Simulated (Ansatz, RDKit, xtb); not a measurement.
# C3H7F3N2Si: which of the isomers drawn lies lowest?

A sample of isomers of C3H7F3N2Si is drawn. Aim: find which of them has the lowest free energy at 298.15 K, then its properties. The sample is small against all isomers, and the most stable one of this formula need not be in it.

The funnel: GFN2-xTB relaxations, single points with a density functional, relaxations at r2SCAN-D4/def2-SVP, harmonic vibrations (at GFN2-xTB), and a last energy at a higher level. All values are calculated.

## 1. Candidates

Isomers were taken from a list of plausible structures; this is a sample, not all of them. That gives 4 candidates.

```
label                       SMILES     spin
 c286  N[Si@@H]1C[C@H](C(F)(F)F)N1  singlet
 c466    FC(F)(F)[C@@H]1CN[SiH2]N1  singlet
 c481        C=N[Si@H](NC)C(F)(F)F  singlet
 c861          FC(F)(F)[SiH]1NCCN1  singlet
```

Candidates are built by distance geometry, with a force field where one applies, in up to four conformers (letters a to d).

## 2. First filter: tight binding

All 10 starts are relaxed the same way. One of them, c481d (taken from a list of plausible isomers, embedded by distance geometry and MMFF94), in full:

start.xyz

```xyz
16
c481d
C     -0.649454    -0.782752     0.293700
C     -1.427167     2.282529    -2.905612
C      1.130688     2.192951     0.633876
F      1.063175     1.589191     1.889689
F      2.402476     1.842205     0.116888
F      1.101720     3.529314     0.860107
N     -0.266178    -0.115404    -0.641358
N     -0.237226     2.130765    -2.067827
Si    -0.260255     1.638665    -0.419209
H     -0.977367    -0.364201     1.299672
H     -0.716511    -1.880386     0.251371
H     -1.547549     2.004058     0.078014
H      0.371884     1.366003    -2.556160
H     -1.145293     2.585160    -3.895436
H     -2.064218     3.017887    -2.508797
H     -2.022151     1.340121    -2.986093
```

Command:

```console
$ xtb start.xyz --gfn 2 --opt
```

Log, cut to the lines that bear on the results:

```text
* xtb version 6.7.1
[...]
          :  # basis functions                  49          :
[...]
          :  # electrons                        54          :
[...]
          :  Hamiltonian                  GFN2-xTB          :
[...]
          :  net charge                          0          :
          :  unpaired electrons                  0          :
[...]
   *** convergence criteria satisfied after 13 iterations ***
[...]
   *** GEOMETRY OPTIMIZATION CONVERGED AFTER 32 ITERATIONS ***
[...]
   *** convergence criteria satisfied after 3 iterations ***
[...]
         ::                     SUMMARY                     ::
         :::::::::::::::::::::::::::::::::::::::::::::::::::::
         :: total energy             -31.770828774916 Eh    ::
         :: gradient norm              0.000305331278 Eh/a0 ::
         :: HOMO-LUMO gap              2.646589511672 eV    ::
         ::.................................................::
         :: SCC energy               -32.018519845366 Eh    ::
         :: -> isotropic ES            0.067698971182 Eh    ::
         :: -> anisotropic ES          0.001098357716 Eh    ::
         :: -> anisotropic XC         -0.011097245295 Eh    ::
         :: -> dispersion             -0.010814205365 Eh    ::
         :: repulsion energy           0.247691070450 Eh    ::
         :: add. restraining           0.000000000000 Eh    ::
         :: total charge              -0.000000000000 e     ::
         :::::::::::::::::::::::::::::::::::::::::::::::::::::
[...]
        27        2.0000           -0.3918624             -10.6631 (HOMO)
        28                         -0.2946020              -8.0165 (LUMO)
[...]
     #   Z          covCN         q      C6AA      α(0)
     1   6          2.792     0.053    26.798     8.480
     2   6          3.715    -0.037    21.367     6.604
     3   6          3.220     0.344    20.623     7.384
     4   9          0.794    -0.238    11.637     4.030
     5   9          0.794    -0.232    11.570     4.018
     6   9          0.795    -0.237    11.619     4.026
     7   7          1.731    -0.225    26.691     7.644
     8   7          2.589    -0.299    27.714     7.818
     9  14          3.510     0.492   100.406    19.368
    10   1          0.924     0.045     2.386     2.416
    11   1          0.925     0.076     2.016     2.220
    12   1          0.919    -0.041     3.880     3.081
    13   1          0.861     0.174     1.246     1.749
    14   1          0.924     0.052     2.294     2.369
[...]
     #   Z sym  total        # sym  WBO       # sym  WBO       # sym  WBO
 ---------------------------------------------------------------------------
     1   6      3.943 --     7      1.974    11      0.955    10      0.954
     2   6      3.978 --     8      1.035    15      0.994    14      0.981
                            16      0.980
     3   6      3.689 --     4      0.960     5      0.960     6      0.959
                             9      0.691
     4   9      1.047 --     3      0.960
     5   9      1.056 --     3      0.960
     6   9      1.050 --     3      0.959
     7   7      3.309 --     1      1.974     9      1.175
     8   7      3.310 --     9      1.176     2      1.035    13      0.949
     9  14      3.991 --     8      1.176     7      1.175    12      0.870
                             3      0.691
    10   1      0.998 --     1      0.954
[...]
molecular dipole:
                 x           y           z       tot (Debye)
 q only:       -1.885      -0.875      -0.944
   full:       -1.784      -0.896      -0.809       5.475
molecular quadrupole (traceless):
[...]
          | TOTAL ENERGY              -31.770828774916 Eh   |
          | GRADIENT NORM               0.000305331278 Eh/α |
          | HOMO-LUMO GAP               2.646589511672 eV   |
           -------------------------------------------------
[...]
```

It took 0.24 s on 4 threads of Arm Neoverse V1, shared host.

## 3. Distinct minima at GFN2-xTB

10 of the 10 relaxations converged. 10 distinct structures remain:

```
label  start                 SMILES after     spin  energy (kcal/mol)
c466b  drawn    FC(F)(F)[C@@H]1CN[SiH2]N1  singlet                0.0
c466a  drawn    FC(F)(F)[C@@H]1CN[SiH2]N1  singlet                1.5
c861a  drawn          FC(F)(F)[SiH]1NCCN1  singlet               11.1
c861b  drawn          FC(F)(F)[SiH]1NCCN1  singlet               11.2
c286b  drawn  N[Si@@H]1C[C@H](C(F)(F)F)N1  singlet               18.4
c286a  drawn  N[Si@@H]1C[C@H](C(F)(F)F)N1  singlet               18.4
c481d  drawn        C=N[Si@H](NC)C(F)(F)F  singlet               36.5
c481b  drawn        C=N[Si@H](NC)C(F)(F)F  singlet               37.0
c481a  drawn        C=N[Si@H](NC)C(F)(F)F  singlet               37.1
c481c  drawn        C=N[Si@H](NC)C(F)(F)F  singlet               37.7
```

## 4. Screening with a density functional

A choice of the minima (the low ones first, few conformers of a pattern, up to a cap) and the lowest that fell apart get a single point at r2SCAN-D4/def2-SVP on the tight-binding geometry, and one at HF/STO-3G for comparison. The lowest singlets are also tried as triplets at the same geometry (label ending in t). The first, c466b:

input.yaml

```yaml
basis:
  gaussian: {orbitals: def2-SVP}
crystal:
  periodic: [false, false, false]
  atoms:
    - {symbol: C, position_ang: [-1.126021, -0.041793, 0.804647]}
    - {symbol: C, position_ang: [0.148967, -0.689829, 0.252061]}
    - {symbol: C, position_ang: [1.370476, 0.176035, 0.580015]}
    - {symbol: F, position_ang: [-1.123051, 0.015301, 2.148211]}
    - {symbol: F, position_ang: [-1.334374, 1.202749, 0.367504]}
    - {symbol: F, position_ang: [-2.218875, -0.750214, 0.462169]}
    - {symbol: "N", position_ang: [1.497769, 1.113848, -0.506819]}
    - {symbol: "N", position_ang: [0.099064, -0.813507, -1.171967]}
    - {symbol: Si, position_ang: [0.777343, 0.566771, -1.966502]}
    - {symbol: H, position_ang: [0.213006, -1.672867, 0.739927]}
    - {symbol: H, position_ang: [2.250898, -0.473860, 0.672464]}
    - {symbol: H, position_ang: [1.228477, 0.699057, 1.532527]}
    - {symbol: H, position_ang: [2.292504, 1.723470, -0.439854]}
    - {symbol: H, position_ang: [1.652914, 0.018969, -3.002339]}
    - {symbol: H, position_ang: [-0.140744, 1.598351, -2.439959]}
    - {symbol: H, position_ang: [-0.702632, -1.317162, -1.512254]}
hamiltonian: {xc: {name: r2SCAN}, dispersion: d4}
scf: {lower_state_search: off}
```

Command:

```console
$ ansatz run input.yaml --threads 4 --pin off --max-ram 7830MiB --events-out events.jsonl --progress --plain --runs-dir runs
```

Log, cut to the lines that bear on the results:

```text
Warning: RAYON_NUM_THREADS=4 ignored (pool sized by the plan → 4); use --threads N
Functional definition: r2SCAN
  name "r2SCAN"
[...]
1864 factors; their error is unknown
[...]
mean field -22213.56485993 eV, -816.3334517072 hartree, gradient 4.1e-6 eV, S^2 0.000000; 0 other end points of the search recorded, 0 dependent functions left out
reference -22213.56487010 eV, -816.3334520810 hartree; 40, 40 occupied and 125, 125 virtual orbitals, 1864 factors
Total energy: -22213.68249277 eV, -816.3377746343 hartree
Checks for a lower state left out: stability, starts, cluster_reference, orbital_swaps, neighbouring_geometries, increment
```

Wall time 3.3 s (4 threads of Arm Neoverse V1, shared host); peak memory 0.24 GiB.

Relative energies in kcal/mol, each column from its lowest structure that stays in one piece:

```
 label                       SMILES     spin  GFN2-xTB  HF/STO-3G  r2SCAN-D4/def2-SVP
 c286b  N[Si@@H]1C[C@H](C(F)(F)F)N1  singlet      18.4        9.7                 0.0
 c286a  N[Si@@H]1C[C@H](C(F)(F)F)N1  singlet      18.4        9.4                 0.2
 c466b    FC(F)(F)[C@@H]1CN[SiH2]N1  singlet       0.0        2.1                 6.2
 c466a    FC(F)(F)[C@@H]1CN[SiH2]N1  singlet       1.5        2.9                 7.5
 c861a          FC(F)(F)[SiH]1NCCN1  singlet      11.1        0.0                12.3
 c861b          FC(F)(F)[SiH]1NCCN1  singlet      11.2        2.5                15.2
c466bt    FC(F)(F)[C@@H]1CN[SiH2]N1  triplet         –          –               133.9
c286bt  N[Si@@H]1C[C@H](C(F)(F)F)N1  triplet         –          –               141.9
```

## 5. Refinement at r2SCAN-D4/def2-SVP

3 candidates are relaxed at r2SCAN-D4/def2-SVP (chosen among the lowest in one piece, one conformer a pattern). The first, c286b:

input.yaml

```yaml
basis:
  gaussian: {orbitals: def2-SVP}
crystal:
  periodic: [false, false, false]
  atoms:
    - {symbol: C, position_ang: [-2.169318, 1.427079, -0.309328]}
    - {symbol: C, position_ang: [-0.879424, 0.985141, -1.007370]}
    - {symbol: C, position_ang: [0.085786, 0.313743, -0.040046]}
    - {symbol: F, position_ang: [1.283510, 0.069934, -0.603194]}
    - {symbol: F, position_ang: [-0.367743, -0.869081, 0.407648]}
    - {symbol: F, position_ang: [0.330787, 1.063233, 1.047338]}
    - {symbol: N, position_ang: [-1.010299, 4.216377, 0.677523]}
    - {symbol: N, position_ang: [-0.413717, 2.290057, -1.392152]}
    - {symbol: Si, position_ang: [-1.607363, 3.244979, -0.597103]}
    - {symbol: H, position_ang: [-1.539229, 4.988273, 1.042629]}
    - {symbol: H, position_ang: [-0.406658, 3.816330, 1.378234]}
    - {symbol: H, position_ang: [-2.446002, 4.064798, -1.458536]}
    - {symbol: H, position_ang: [-3.055240, 1.096776, -0.840578]}
    - {symbol: H, position_ang: [-2.236958, 1.075783, 0.715938]}
    - {symbol: H, position_ang: [-1.012856, 0.294377, -1.850599]}
    - {symbol: H, position_ang: [0.475789, 2.415673, -1.844077]}
hamiltonian: {xc: {name: r2SCAN}, dispersion: d4}
scf: {lower_state_search: off}
relax: {f_tol: 0.006}
```

Command:

```console
$ ansatz run input.yaml --threads 4 --pin off --max-ram 7830MiB --events-out events.jsonl --progress --plain --runs-dir runs
```

Log, cut to the lines that bear on the results:

```text
Warning: RAYON_NUM_THREADS=4 ignored (pool sized by the plan → 4); use --threads N
[...]
[... 2 set-up lines as earlier in the session ...]
[...]
1864 factors; their error is unknown
[...]
mean field -22213.83965963 eV, -816.3435504102 hartree, gradient 2.6e-6 eV, S^2 0.000000; 0 other end points of the search recorded, 0 dependent functions left out
[...]
reference -22213.83966975 eV, -816.3435507818 hartree; 40, 40 occupied and 125, 125 virtual orbitals, 1864 factors
relax step   1: F+E_penalty+E_count = -22213.95207625 eV  Δ(F+E_penalty+E_count) = +0.000e0 eV  max|allowed force component| = 9.773e-1 eV/Å  Δτ_max = 0.0000 Å  (21 SCF iters, accepted)
[...]
relax step   4: F+E_penalty+E_count = -22214.05763204 eV  Δ(F+E_penalty+E_count) = -2.437e-3 eV  max|allowed force component| = 5.249e-2 eV/Å  Δτ_max = 0.0277 Å  (20 SCF iters, accepted)
[...]
Atom 7 at    -0.365857     2.285645    -1.388454 Å, force     0.000424     0.000373     0.000397 eV/Å
Atom 8 at    -1.591387     3.209806    -0.570054 Å, force     0.000683    -0.000441    -0.001273 eV/Å
Atom 9 at    -1.484306     5.131125     0.898033 Å, force     0.000301    -0.002153    -0.000233 eV/Å
Atom 10 at    -0.452657     3.909281     1.446047 Å, force    -0.000118     0.000300     0.000163 eV/Å
Atom 11 at    -2.484702     4.088070    -1.384001 Å, force    -0.000133    -0.000388     0.000099 eV/Å
Atom 12 at    -3.067597     1.111484    -0.846543 Å, force    -0.000675     0.000599     0.000782 eV/Å
Atom 13 at    -2.264821     1.052232     0.748431 Å, force     0.000884     0.000009     0.000413 eV/Å
Atom 14 at    -1.025891     0.272690    -1.837408 Å, force     0.000107     0.000063     0.000311 eV/Å
Atom 15 at     0.514980     2.396633    -1.877871 Å, force    -0.000677    -0.000423     0.000134 eV/Å
Dipole moment:    -0.144035     0.374606    -0.003311 e Å
Checks for a lower state left out: stability, starts, cluster_reference, orbital_swaps, neighbouring_geometries, increment
```

It took 41 s on 4 threads of Arm Neoverse V1, shared host; peak memory 0.25 GiB.

Energy change by step (eV): 0.0000, -0.0925, -0.1031, -0.1056, -0.1059, -0.1084, -0.1085, -0.1087, -0.1087, -0.1088, -0.1089, -0.1089.

After the run. Bond lengths: C1–C2 1.554 Å, C2–C3 1.518 Å, C3–F4 1.348 Å, C3–F5 1.344 Å, C3–F6 1.350 Å, C2–N8 1.455 Å, C1–Si9 1.908 Å, N7–Si9 1.712 Å, N8–Si9 1.739 Å, N7–H10 1.013 Å, N7–H11 1.014 Å, Si9–H12 1.494 Å, C1–H13 1.100 Å, C1–H14 1.100 Å, C2–H15 1.109 Å, N8–H16 1.014 Å. Some angles: C1–C2–C3 112.4°, C1–C2–N8 98.9°, C3–C2–N8 111.6°, C2–C1–Si9 86.7°, C2–C3–F4 111.0°, C2–C3–F5 111.7°, C2–C3–F6 111.9°, F4–C3–F5 107.6°, F4–C3–F6 106.9°, F5–C3–F6 107.4°.

## 6. Ranking at r2SCAN-D4/def2-SVP

```
label     spin  r2SCAN-D4/def2-SVP (kcal/mol)  r2SCAN-D4/def2-SVP, relaxed (kcal/mol)  time
c286b  singlet                            0.0                                     0.0  41 s
c466b  singlet                            6.2                                     5.3  22 s
c861a  singlet                           12.3                                    11.1  38 s
```

c286b: Bond lengths: C1–C2 1.554 Å, C2–C3 1.518 Å, C3–F4 1.348 Å, C3–F5 1.344 Å, C3–F6 1.350 Å, C2–N8 1.455 Å, C1–Si9 1.908 Å, N7–Si9 1.712 Å, N8–Si9 1.739 Å, N7–H10 1.013 Å, N7–H11 1.014 Å, Si9–H12 1.494 Å, C1–H13 1.100 Å, C1–H14 1.100 Å, C2–H15 1.109 Å, N8–H16 1.014 Å. Some angles: C1–C2–C3 112.4°, C1–C2–N8 98.9°, C3–C2–N8 111.6°, C2–C1–Si9 86.7°, C2–C3–F4 111.0°, C2–C3–F5 111.7°, C2–C3–F6 111.9°, F4–C3–F5 107.6°, F4–C3–F6 106.9°, F5–C3–F6 107.4°.

c466b: Bond lengths: C1–C2 1.526 Å, C2–C3 1.541 Å, C1–F4 1.347 Å, C1–F5 1.341 Å, C1–F6 1.350 Å, C3–N7 1.455 Å, C2–N8 1.448 Å, N7–Si9 1.734 Å, N8–Si9 1.748 Å, C2–H10 1.107 Å, C3–H11 1.110 Å, C3–H12 1.105 Å, N7–H13 1.012 Å, Si9–H14 1.499 Å, Si9–H15 1.497 Å, N8–H16 1.015 Å. Some angles: C1–C2–C3 112.1°, C1–C2–N8 111.6°, C3–C2–N8 107.0°, C2–C1–F4 111.3°, C2–C1–F5 113.0°, C2–C1–F6 110.1°, F4–C1–F5 107.6°, F4–C1–F6 107.3°, F5–C1–F6 107.2°, C2–C3–N7 106.7°.

c861a: Bond lengths: C2–C3 1.533 Å, C1–F4 1.359 Å, C1–F5 1.351 Å, C1–F6 1.355 Å, C2–N7 1.466 Å, C3–N8 1.465 Å, C1–Si9 1.931 Å, N7–Si9 1.727 Å, N8–Si9 1.725 Å, Si9–H10 1.492 Å, N7–H11 1.014 Å, C2–H12 1.110 Å, C2–H13 1.104 Å, C3–H14 1.104 Å, C3–H15 1.110 Å, N8–H16 1.013 Å. Some angles: C2–C3–N8 106.1°, C3–C2–N7 106.0°, F4–C1–F5 106.6°, F4–C1–F6 106.7°, F4–C1–Si9 111.2°, F5–C1–F6 106.9°, F5–C1–Si9 112.2°, F6–C1–Si9 112.8°, C2–N7–Si9 109.4°, C3–N8–Si9 110.7°.

## 7. Harmonic analysis of the finalists

The lowest few in one piece go on as finalists. In this search the thermal terms come from GFN2-xTB at its own nearest minimum. The first, c286b:

start.xyz

```xyz
16
c286b
C     -2.170624     1.414069    -0.286055
C     -0.859338     0.974944    -0.995486
C      0.101681     0.274903    -0.051687
F      1.308882     0.107913    -0.627065
F     -0.348830    -0.939171     0.306451
F      0.299995     0.981860     1.080628
N     -1.078463     4.221988     0.711360
N     -0.365857     2.285645    -1.388454
Si    -1.591387     3.209806    -0.570054
H     -1.484306     5.131125     0.898033
H     -0.452657     3.909281     1.446047
H     -2.484702     4.088070    -1.384001
H     -3.067597     1.111484    -0.846543
H     -2.264821     1.052232     0.748431
H     -1.025891     0.272690    -1.837408
H      0.514980     2.396633    -1.877871
```

Command:

```console
$ xtb start.xyz --gfn 2 --ohess tight
```

Log, cut to the lines that bear on the results:

```text
* xtb version 6.7.1
[...]
          :  # basis functions                  49          :
[...]
          :  # electrons                        54          :
[...]
          :  Hamiltonian                  GFN2-xTB          :
[...]
          :  net charge                          0          :
          :  unpaired electrons                  0          :
[...]
   *** convergence criteria satisfied after 13 iterations ***
[...]
   *** GEOMETRY OPTIMIZATION CONVERGED AFTER 15 ITERATIONS ***
[...]
   *** convergence criteria satisfied after 3 iterations ***
[...]
         ::                     SUMMARY                     ::
         :::::::::::::::::::::::::::::::::::::::::::::::::::::
         :: total energy             -31.799700123147 Eh    ::
         :: gradient norm              0.000259148911 Eh/a0 ::
         :: HOMO-LUMO gap              5.193702628565 eV    ::
         ::.................................................::
         :: SCC energy               -32.033183561529 Eh    ::
         :: -> isotropic ES            0.077318143420 Eh    ::
         :: -> anisotropic ES          0.002857771596 Eh    ::
         :: -> anisotropic XC         -0.012716122557 Eh    ::
         :: -> dispersion             -0.011912091652 Eh    ::
         :: repulsion energy           0.233483438382 Eh    ::
         :: add. restraining           0.000000000000 Eh    ::
         :: total charge               0.000000000000 e     ::
         :::::::::::::::::::::::::::::::::::::::::::::::::::::
[...]
        27        2.0000           -0.3809191             -10.3653 (HOMO)
        28                         -0.1900553              -5.1717 (LUMO)
[...]
molecular dipole:
                 x           y           z       tot (Debye)
 q only:       -0.902       1.557      -0.152
   full:       -0.745       1.036      -0.117       3.256
molecular quadrupole (traceless):
[...]
          | TOTAL ENERGY              -31.799700123190 Eh   |
          | TOTAL ENTHALPY            -31.681026438926 Eh   |
          | TOTAL FREE ENERGY         -31.728025475486 Eh   |
          | GRADIENT NORM               0.000259263832 Eh/α |
[...]
```

Wall time 0.32 s (4 threads of Arm Neoverse V1, shared host).

## 8. Zero-point energy and free-energy terms

As xtb prints them, at 298.15 K, with its own treatment of low modes:

```
label                       SMILES     spin  lowest mode (cm⁻¹)  zero-point (kcal/mol)  G − E (kcal/mol)
c286b  N[Si@@H]1C[C@H](C(F)(F)F)N1  singlet                  45                   67.3              45.0
c466b    FC(F)(F)[C@@H]1CN[SiH2]N1  singlet                  49                   67.2              45.5
c861a          FC(F)(F)[SiH]1NCCN1  singlet                  18                   68.3              45.7
```

## 9. The final energy

Each finalist gets a single point at CCSD(T)/def2-SVP + MP2/def2-TZVPP - MP2/def2-SVP.

c286b, CCSD(T)/def2-SVP:

input.yaml

```yaml
basis:
  gaussian:
    orbitals: def2-SVP
crystal:
  periodic: [false, false, false]
  atoms:
    - {symbol: C, position_ang: [-2.170624, 1.414069, -0.286055]}
    - {symbol: C, position_ang: [-0.859338, 0.974944, -0.995486]}
    - {symbol: C, position_ang: [0.101681, 0.274903, -0.051687]}
    - {symbol: F, position_ang: [1.308882, 0.107913, -0.627065]}
    - {symbol: F, position_ang: [-0.348830, -0.939171, 0.306451]}
    - {symbol: F, position_ang: [0.299995, 0.981860, 1.080628]}
    - {symbol: "N", position_ang: [-1.078463, 4.221988, 0.711360]}
    - {symbol: "N", position_ang: [-0.365857, 2.285645, -1.388454]}
    - {symbol: Si, position_ang: [-1.591387, 3.209806, -0.570054]}
    - {symbol: H, position_ang: [-1.484306, 5.131125, 0.898033]}
    - {symbol: H, position_ang: [-0.452657, 3.909281, 1.446047]}
    - {symbol: H, position_ang: [-2.484702, 4.088070, -1.384001]}
    - {symbol: H, position_ang: [-3.067597, 1.111484, -0.846543]}
    - {symbol: H, position_ang: [-2.264821, 1.052232, 0.748431]}
    - {symbol: H, position_ang: [-1.025891, 0.272690, -1.837408]}
    - {symbol: H, position_ang: [0.514980, 2.396633, -1.877871]}
correlation:
  method: ccsd_t
  frozen_orbitals: {H: 0, Si: 5, "N": 1, F: 1, C: 1}
```

Command:

```console
$ ansatz run input.yaml --threads 4 --pin off --max-ram 7830MiB --events-out events.jsonl --progress --plain --runs-dir runs
```

Log, cut to the lines that bear on the results:

```text
Warning: RAYON_NUM_THREADS=4 ignored (pool sized by the plan → 4); use --threads N
Functional definition: HF
  name "HF"
[...]
1641 factors; integrals over basis functions are off by at most 1.3e-3 eV
[...]
mean field -22133.33132363 eV, -813.3849236327 hartree, gradient 1.9e-6 eV, S^2 0.000000; 0 other end points of the search recorded, 0 dependent functions left out
13 core orbitals not correlated: weight in the atoms' cores, before any rotation towards them, 1.000 or more for the frozen orbitals, at most 0.000 for the correlated occupied ones
reference -22133.33132363 eV, -813.3849236327 hartree; 27, 27 occupied and 125, 125 virtual orbitals, 1641 factors
second order -37.60417966 eV of doubles, -0.00000000 eV of singles
cycle   1  -38.11695570 eV  change   -5.1e-1 eV  update   1.3e-1
[...]
cycle   9  -39.14411177 eV  change   -2.0e-5 eV  update   2.1e-5
perturbative correction -1.01518949 eV, -0.0373075258 hartree
Total energy: -22173.49062490 eV, -814.8607507331 hartree
```

Run time: 1.7 min. Hardware: 4 threads of Arm Neoverse V1, shared host; peak memory 2 GiB.

[end of part 1 of 2]
